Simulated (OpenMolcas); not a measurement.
# InCl3 (SMILES [Cl][In]([Cl])[Cl]) at 5 levels

We compute a comparison of 5 runs (HF/STO-3G, HF/def2-SVP, B2PLYP/def2-SVP, M06-2X/def2-SVP, TPSS/def2-SVP) of InCl3. 

The results are computed with OpenMolcas 26.06.

## Step 1: Starting point

InCl3: 4 atoms, total charge 0, spin state singlet. SMILES: `[Cl][In]([Cl])[Cl]`. The coordinates come from a PBE0-D4/def2-TZVP relaxation.

Bond lengths: Cl1–In2 2.293 Å, In2–Cl3 2.293 Å, In2–Cl4 2.293 Å. Angles: Cl1–In2–Cl3 120.0°, Cl1–In2–Cl4 120.0°, Cl3–In2–Cl4 120.0°.

## Step 2: Energy and forces at HF/STO-3G (run 1)

File struct.xyz:

```xyz
4

Cl    -0.202900     0.521500     2.213600
In     0.014400    -0.014800    -0.005300
Cl     1.015900    -1.985200    -0.615300
Cl    -0.772000     1.418300    -1.613200
```

File test.input:

```
* Cl3In Hartree-Fock
&gateway
baslib=$CurrDir
coord=struct.xyz
basis=STO-3G
group=NoSym
&seward
&scf
thresholds=1e-10 1e-07 1e-07 1e-05
prorbitals=0
&alaska
```

The basis set STO-3G is read from a file made from the Basis Set Exchange's data (not shown).

On the command line:

```
$ export MOLCAS_MEM=1860
$ pymolcas test.input > test.log
```

The log of the run:

```text
--- Start Module: gateway ---
[...]
--- Stop Module: gateway /rc=_RC_ALL_IS_WELL_ ---
[...]
      Basis functions           54
[...]
--- Start Module: scf ---
[...]
       Convergence after   9 Iterations
[...]
::    Total SCF energy                              -7046.8894105228
[...]
      Total spin, S                                     0.0000000000
[...]
      Total electronic charge=  100.000000
      Total            charge=   -0.000000
[...]
      Dipole Moment (debye):
      Origin of the operator (angstrom)=    0.0141   -0.0150   -0.0051
                   X=  5.6631E-03               Y=  2.5299E-03               Z= -2.8636E-03           Total=  6.8316E-03
      Quadrupole Moment (debye*angstrom):
[...]
--- Stop Module: scf /rc=_RC_ALL_IS_WELL_ ---
--- Start Module: alaska ---
[...]
 *              Molecular gradients               *
 **************************************************
  Irreducible representation: a
 ------------------------------------------------------------------------------------------
                              X                       Y                       Z
 ------------------------------------------------------------------------------------------
  CL1              -1.16239273795493E-03    2.83457438068879E-03    1.17590433088139E-02
  IN2               5.02176159032086E-05    1.31773648256173E-05   -5.91230605065576E-05
  CL3               5.27998193633294E-03   -1.04163938181614E-02   -3.21280957834524E-03
  CL4              -4.16780681427653E-03    7.56864207258445E-03   -8.48711066998931E-03
 ------------------------------------------------------------------------------------------
--- Stop Module: alaska /rc=_RC_ALL_IS_WELL_ ---
[...]
```

Wall time 3.6 s (1 thread of Arm Neoverse V2, shared host); peak memory 0.39 GiB.

## Step 3: Energy and forces at HF/def2-SVP (core potential) (run 2)

File calc.inp:

```
* Cl3In Hartree-Fock

&GATEWAY
  BasLib = $CurrDir
  Coord
  4
  angstrom
  Cl      -0.202900       0.521500       2.213600
  In       0.014400      -0.014800      -0.005300
  Cl       1.015900      -1.985200      -0.615300
  Cl      -0.772000       1.418300      -1.613200
  Basis = def2-SVP
  Group = NoSym

&SEWARD

&SCF
  Thresholds = 1e-10 1e-07 1e-07 1e-05
  PrOrbitals = 1 1

&ALASKA
```

The basis set def2-SVP is read from a file made from the Basis Set Exchange's data (not shown).

On the command line:

```
$ export MOLCAS_MEM=1860
$ pymolcas calc.inp > calc.log
```

The log of the run:

```text
--- Start Module: gateway ---
[...]
--- Stop Module: gateway /rc=_RC_ALL_IS_WELL_ ---
[...]
      Basis functions           80
[...]
--- Start Module: scf ---
[...]
       Convergence after  12 Iterations
[...]
::    Total SCF energy                              -1567.4367591733
[...]
      Total spin, S                                     0.0000000000
[...]
      Total electronic charge=   72.000000
      Total            charge=   -0.000000
[...]
      Dipole Moment (debye):
      Origin of the operator (angstrom)=    0.0141   -0.0150   -0.0051
                   X=  4.2170E-03               Y=  1.7645E-03               Z= -2.6917E-03           Total=  5.3048E-03
      Quadrupole Moment (debye*angstrom):
[...]
--- Stop Module: scf /rc=_RC_ALL_IS_WELL_ ---
[...]
--- Start Module: alaska ---
[...]
 *              Molecular gradients               *
 **************************************************
  Irreducible representation: a
 ------------------------------------------------------------------------------------------
                              X                       Y                       Z
 ------------------------------------------------------------------------------------------
  CL1               1.04798174211451E-03   -2.62078168320556E-03   -1.08122289142223E-02
  IN2               2.88836793967476E-05    5.65448566971008E-07   -6.11084249203539E-05
  CL3              -4.91305831735112E-03    9.63779460184355E-03    2.99536511446874E-03
  CL4               3.83619289583059E-03   -7.01757836723971E-03    7.87797222468001E-03
 ------------------------------------------------------------------------------------------
--- Stop Module: alaska /rc=_RC_ALL_IS_WELL_ ---
[...]
```

It took 6.3 s on 1 thread of Arm Neoverse V2, shared host; peak memory 0.45 GiB.

Runs 3 to 4 aren't shown in full; the table further down has their settings and results.

## Step 4: Energy and forces at TPSS/def2-SVP (core potential) (run 5)

File mol.inp:

```
* Cl3In Kohn-Sham DFT

&GATEWAY
  BasLib = $CurrDir
  Coord
  4
  angstrom
  Cl      -0.202900       0.521500       2.213600
  In       0.014400      -0.014800      -0.005300
  Cl       1.015900      -1.985200      -0.615300
  Cl      -0.772000       1.418300      -1.613200
  Basis = def2-SVP
  Group = NoSym

&SEWARD
  GridInput
  Grid=UltraFine
  End of Grid

&SCF
  KSDFT = 2
  1.0 MGGA_X_TPSS
  1.0 MGGA_C_TPSS
  Thresholds = 1e-10 1e-07 1e-07 1e-05
  PrOrbitals = 1 2

&ALASKA
```

The basis set def2-SVP is read from a file made from the Basis Set Exchange's data (not shown).

On the command line:

```
$ export MOLCAS_MEM=1860
$ pymolcas mol.inp > mol.log
```

The log of the run:

```text
--- Start Module: gateway ---
[...]
--- Stop Module: gateway /rc=_RC_ALL_IS_WELL_ ---
[...]
      Basis functions           80
[...]
--- Start Module: scf ---
[...]
       Convergence after  15 Iterations
[...]
::    Total KS-DFT energy                           -1570.4303200440
[...]
      Total spin, S                                     0.0000000000
[...]
      Total electronic charge=   72.000000
      Total            charge=   -0.000000
[...]
      Dipole Moment (debye):
      Origin of the operator (angstrom)=    0.0141   -0.0150   -0.0051
                   X=  2.9924E-03               Y=  1.1924E-03               Z= -2.1646E-03           Total=  3.8809E-03
      Quadrupole Moment (debye*angstrom):
[...]
--- Stop Module: scf /rc=_RC_ALL_IS_WELL_ ---
[...]
--- Start Module: alaska ---
[...]
 *              Molecular gradients               *
 **************************************************
  Irreducible representation: a
 ------------------------------------------------------------------------------------------
                              X                       Y                       Z
 ------------------------------------------------------------------------------------------
  CL1               1.36422098618816E-03   -3.39354320223251E-03   -1.40055022497485E-02
  IN2               1.85064802988542E-05   -4.84256358810470E-06   -7.63937213599667E-05
  CL3              -6.35419624673261E-03    1.24790483437209E-02    3.88206148033809E-03
  CL4               4.97146878025134E-03   -9.08066257789386E-03    1.01998344907308E-02
 ------------------------------------------------------------------------------------------
--- Stop Module: alaska /rc=_RC_ALL_IS_WELL_ ---
[...]
```

Run time: 19 s. Hardware: 1 thread of Arm Neoverse V2, shared host; peak memory 0.45 GiB.

## Step 5: All runs side by side

| run | level | task | frozen core orbitals | energy (Eh) | dipole moment (D) | HOMO energy (eV) | LUMO energy (eV) | wall time |
| --- | --- | --- | --- | --- | --- | --- | --- | --- |
| 1 | HF/STO-3G | gradient | – | -7046.889411 | 0.01 | -10.47 | 4.05 | 3.6 s |
| 2 | HF/def2-SVP (core potential) | gradient | – | -1567.436759 | 0.01 | -12.64 | 0.79 | 6.3 s |
| 3 | B2PLYP/def2-SVP (core potential) | energy | 19 | -1569.730012 | 0.00 | -10.44 | -1.46 | 11 s |
| 4 | M06-2X/def2-SVP (core potential) | gradient | – | -1570.349133 | 0.00 | -10.63 | -1.78 | 16 s |
| 5 | TPSS/def2-SVP (core potential) | gradient | – | -1570.430320 | 0.00 | -7.99 | -3.55 | 19 s |

## Step 6: Results

| quantity | value |
| --- | --- |
| run 5: total energy | -1570.43032 Eh |
| run 5: dipole moment | 0.00 D |
| run 5: HOMO energy | -7.99 eV |
| run 5: LUMO energy | -3.55 eV |
| run 5: HOMO–LUMO gap | 4.44 eV |
| run 5: largest force on an atom | 0.747 eV/Å |

What this shows: The HOMO–LUMO gap runs from 4.44 eV (TPSS/def2-SVP) to 14.52 eV (HF/STO-3G). The two ends differ in method and basis and core potential. For B2PLYP the log adds the whole second-order term; the table takes 0.27 of it, as the functional is defined. Totals of different functionals can't be ranked against each other. Some runs of one species differ in core potentials or relativity; totals across that change don't compare. In run 1 the basis is minimal, so the values are rough. In run 1 relativity is left out where basis or elements ask for it. All runs together took 56 s, the longest 19 s.
